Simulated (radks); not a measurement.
# Ionisation energy and size from Nb to Te

The task here is to estimate one member of a computed series from the others.

Program: radks (a radial shooting solver on a logarithmic mesh, Libxc functionals) version 1. Level of theory: scalar-relativistic Kohn-Sham, BLYP, spin-unpolarised, spherical densities, finite nucleus. These are calculated values, not measurements, unless marked.

2 further runs of the same task are left out: 1 that didn't finish, 1 set aside as unsound or not needed.

### The atom as given

| Item | Value |
| --- | --- |
| species | Nb, Mo, Tc, Ru, Rh, Pd, Ag, Cd, In, Sn, Sb, Te |
| runs | 24, each species and its next ion |

The first run:

Settings of this run:

```text
Z 41
configuration [Kr] 4d4 5s1
relativity scalar-relativistic
functional b88,lyp
spin unpolarised
nucleus finite rms 4.324 fm
c 137.035999084
```

Among the steps run: Nb, [Kr] 4d4 5s1.

One of the session's tables, all rows but one given; the rest of the session is left out.

Sizes of the orbitals, from the radial functions (bohr):

| level | <r> | outermost maximum (interpolated) | 90 % within | nodes |
| --- | --- | --- | --- | --- |
| 2p | 0.1377 | 0.106 | 0.224 | 0 |
| 3s | 0.4434 | 0.396 | 0.656 | 2 |
| 3p | ? | ? | ? | ? |
| 3d | 0.4331 | 0.334 | 0.695 | 0 |
| 4s | 1.158 | 1.03 | 1.69 | 3 |
| 4p | 1.303 | 1.12 | 1.94 | 2 |
| 5s | 3.728 | 3.06 | 5.62 | 4 |
| 4d | 2.228 | 1.50 | 3.76 | 1 |

Q: Estimate the row for 3p from the others.

**Answer.** <r>: 0.4460; outermost maximum (interpolated): 0.389; 90 % within: 0.675; nodes: 1. In the column «<r>» it lies between 3s (0.4434) and 4s (1.158).

Limits of these values: For Nb, Mo the highest level isn't the widest one, so −ε(HOMO) and <r> belong to different orbitals, and Δ-SCF follows the ion's typed configuration. Spin polarisation and multiplet splitting are left out, so open shells lie too high by an amount that depends on their filling.
